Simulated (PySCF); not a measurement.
# C₂H₈F₂OSi₃: magnetic properties

What do calculations give for the magnetic properties of C₂H₈F₂OSi₃ (`F[SiH2]/C(F)=C/[SiH2]O[SiH3]`)?

Computed with PySCF 2.14.0 and routines of our own; the level stands in each step. Atoms count from 0.

## 1. The system as given

16 atoms, charge 0, multiplicity 1; geometry from: GFN2-xTB.

## 2. Magnetic properties: GIAO B97-2/pcSseg-1

What the job is given:

```
{"job": {"kind": "mag", "xc": "B97-2", "basis": "pcSseg-1", "isotopologues": 2}, "charge": 0, "multiplicity": 1}
F      3.014221     1.125581    -1.282606
Si     3.424449    -0.052683    -0.263390
C      1.790858    -0.609345     0.507375
F      1.929658    -1.619988     1.419283
C      0.568077    -0.147556     0.268764
Si    -0.993663    -0.796317     1.103991
O     -2.249179     0.047732     0.529683
Si    -3.323617     0.989991    -0.227684
H      4.313417     0.560359     0.710918
H      4.026662    -1.091976    -1.083175
H      0.493548     0.650925    -0.455087
H     -0.959830    -0.549755     2.544541
H     -1.229099    -2.195305     0.748284
H     -3.009430     0.956263    -1.655559
H     -3.172991     2.334529     0.326201
H     -4.630681     0.406489     0.064534
```

With the program's defaults for keys left out, this is: GIAO B97-2/pcSseg-1 magnetisability, rotational g tensor and spin-rotation constants, non-relativistic, gas phase.

Run with:

```sh
> OMP_NUM_THREADS=1 python excited_run.py task.json out
```

The driver reads the jobs from task.json and runs them one after another.

The log of the run:

```text
coarse grid: 15264 points
cycle   1  E = -1224.1267953250  dE =  7.354e-01  |g| = 1.055e+00  |ddm| = 3.714e+00
cycle   2  E = -1223.7709861115  dE =  3.558e-01  |g| = 1.748e+00  |ddm| = 2.175e+00
cycle   3  E = -1224.3124274223  dE = -5.414e-01  |g| = 1.342e-01  |ddm| = 1.597e+00
cycle   4  E = -1224.3156314359  dE = -3.204e-03  |g| = 7.439e-02  |ddm| = 1.994e-01
cycle   5  E = -1224.3166401287  dE = -1.009e-03  |g| = 2.269e-02  |ddm| = 7.013e-02
cycle   6  E = -1224.3167447996  dE = -1.047e-04  |g| = 6.433e-03  |ddm| = 2.179e-02
cycle   7  E = -1224.3167551635  dE = -1.036e-05  |g| = 1.742e-03  |ddm| = 6.568e-03
cycle   8  E = -1224.3167556554  dE = -4.919e-07  |g| = 5.707e-04  |ddm| = 1.529e-03
final grid: 135592 points
cycle   9  E = -1224.3713963056  dE = -4.516e-05  |g| = 1.282e-02  |ddm| = 2.277e-02
cycle  10  E = -1224.3713682675  dE =  2.804e-05  |g| = 1.834e-02  |ddm| = 1.826e-02
cycle  11  E = -1224.3714174644  dE = -4.920e-05  |g| = 1.318e-03  |ddm| = 1.217e-02
cycle  12  E = -1224.3714176689  dE = -2.045e-07  |g| = 6.409e-04  |ddm| = 1.342e-03
cycle  13  E = -1224.3714177535  dE = -8.461e-08  |g| = 9.501e-05  |ddm| = 5.440e-04
cycle  14  E = -1224.3714177551  dE = -1.652e-09  |g| = 4.837e-05  |ddm| = 1.158e-04
cycle  15  E = -1224.3714177556  dE = -5.230e-10  |g| = 1.066e-05  |ddm| = 4.036e-05
converged SCF energy = -1224.3714177556

Magnetisability tensor (1e-30 J/T^2)
    -1213.55       85.05      -81.80
       85.05    -1238.68        8.53
      -81.80        8.53    -1213.01
isotropic -1221.75   principal values   -1343.37  -1216.78  -1105.08
isotropic susceptibility -73.575 1e-6 cm^3/mol

Inertial axes            a          b          c
rot. const./GHz      2.0900     0.4540     0.3780
chi total           -73.309    -74.140    -73.277
chi diamagnetic    -676.431  -2653.840  -3129.387
chi paramagnetic    603.122   2579.700   3056.109
quadrupole/D A        9.138     -7.276     -1.863
g nuclear            0.5384     0.5407     0.5341
g electronic        -0.5922    -0.5502    -0.5427
g total             -0.0538    -0.0094    -0.0086

Spin-rotation constants (kHz, H = +C I.J)
atom  isotope        aa         bb         cc
  0    19F        0.417      0.238      0.174
  3    19F        4.076      0.560      0.144
  8     1H       -0.092     -0.044      0.004
  9     1H       -0.097     -0.044      0.004
 10     1H       -0.182      0.047     -0.052
 11     1H       -0.180     -0.020      0.005
 12     1H       -0.179     -0.021      0.006
 13     1H       -0.158     -0.014     -0.007
 14     1H       -0.184     -0.031      0.012
 15     1H        0.042     -0.028     -0.031
  1   29Si*      -1.369     -0.242     -0.226
  2    13C*       0.712      0.249      0.103
  4    13C*       0.597      0.227      0.054
  5   29Si*      -1.164     -0.258     -0.230
  6    17O*      -0.150     -0.029     -0.005
  7   29Si*      -1.160     -0.249     -0.227
* in the singly substituted isotopologue

Isotopologues: g along a, b, c
2H    at 8,9,10,11,12,1    -0.0488    -0.0087    -0.0080
30Si  at 1                 -0.0537    -0.0093    -0.0085
```

Run time: 62 s. Hardware: 1 thread of Arm Neoverse N1, shared host; peak memory 0.9 GiB.

Key values:

| quantity | value |
| --- | --- |
| magnetisability | -1222·10⁻³⁰ J/T² |
| molar susceptibility | -73.6·10⁻⁶ cm³/mol |
| rotational g (a, b, c) | -0.0538, -0.0094, -0.0086 |

## 3. Magnetic properties: GIAO wB97X/pcSseg-0 in water

The job, as its differences from that of step 2:

```diff
@@ -1,2 +1,2 @@
-{"job": {"kind": "mag", "xc": "B97-2", "basis": "pcSseg-1", "isotopologues": 2}, "charge": 0, "multiplicity": 1}
+{"job": {"kind": "mag", "xc": "wB97X", "basis": "pcSseg-0", "solvent": "water"}, "charge": 0, "multiplicity": 1}
 F      3.014221     1.125581    -1.282606
```

With the program's defaults for keys left out, this is: GIAO wB97X/pcSseg-0 magnetisability, non-relativistic, IEF-PCM water.

The log of the run:

```text
coarse grid: 15264 points
cycle   1  E = -1222.3261486806  dE =  7.840e-01  |g| = 9.846e-01  |ddm| = 4.038e+00
cycle   2  E = -1222.3322680081  dE = -6.119e-03  |g| = 1.051e+00  |ddm| = 2.158e+00
cycle   3  E = -1222.5089327098  dE = -1.767e-01  |g| = 5.023e-02  |ddm| = 1.075e+00
cycle   4  E = -1222.5096487038  dE = -7.160e-04  |g| = 2.548e-02  |ddm| = 1.092e-01
cycle   5  E = -1222.5097811642  dE = -1.325e-04  |g| = 9.444e-03  |ddm| = 3.327e-02
cycle   6  E = -1222.5098003888  dE = -1.922e-05  |g| = 1.329e-03  |ddm| = 1.184e-02
cycle   7  E = -1222.5098019506  dE = -1.562e-06  |g| = 5.181e-04  |ddm| = 4.703e-03
final grid: 135592 points
cycle   8  E = -1222.5621123647  dE = -3.557e-05  |g| = 5.289e-03  |ddm| = 2.130e-02
cycle   9  E = -1222.5621136170  dE = -1.252e-06  |g| = 5.144e-03  |ddm| = 9.351e-03
cycle  10  E = -1222.5621175257  dE = -3.909e-06  |g| = 3.653e-04  |ddm| = 4.362e-03
cycle  11  E = -1222.5621175801  dE = -5.436e-08  |g| = 1.596e-04  |ddm| = 8.973e-04
cycle  12  E = -1222.5621175882  dE = -8.106e-09  |g| = 7.070e-05  |ddm| = 3.381e-04
cycle  13  E = -1222.5621175894  dE = -1.199e-09  |g| = 1.168e-05  |ddm| = 1.066e-04
cycle  14  E = -1222.5621175895  dE = -1.060e-10  |g| = 4.581e-06  |ddm| = 4.462e-05
converged SCF energy = -1222.5621175895

Magnetisability tensor (1e-30 J/T^2)
    -1366.31      109.06      -96.07
      109.06    -1371.95       37.77
      -96.07       37.77    -1337.09
isotropic -1358.45   principal values   -1526.66  -1315.33  -1233.37
isotropic susceptibility -81.808 1e-6 cm^3/mol

Inertial axes            a          b          c
rot. const./GHz      2.0900     0.4540     0.3780
chi total           -82.605    -83.607    -79.212
chi diamagnetic    -682.411  -2655.661  -3131.658
chi paramagnetic    599.806   2572.053   3052.446
quadrupole/D A       13.593     -9.886     -3.707
```

Run time: 35 s. Hardware: 1 thread of Arm Neoverse N1, shared host; peak memory 0.71 GiB.

Key values:

| quantity | value |
| --- | --- |
| magnetisability | -1358·10⁻³⁰ J/T² |
| molar susceptibility | -81.8·10⁻⁶ cm³/mol |

## 4. Summary of results

| quantity | value |
| --- | --- |
| magnetisability (step 2, GIAO B97-2/pcSseg-1) | -1222·10⁻³⁰ J/T² |
| molar susceptibility (step 2, GIAO B97-2/pcSseg-1) | -73.6·10⁻⁶ cm³/mol |
| rotational g (a, b, c) (step 2, GIAO B97-2/pcSseg-1) | -0.0538, -0.0094, -0.0086 |

What this shows: The values above hold for this geometry and these levels alone. Vibrational averaging and real surroundings are missing from these values.
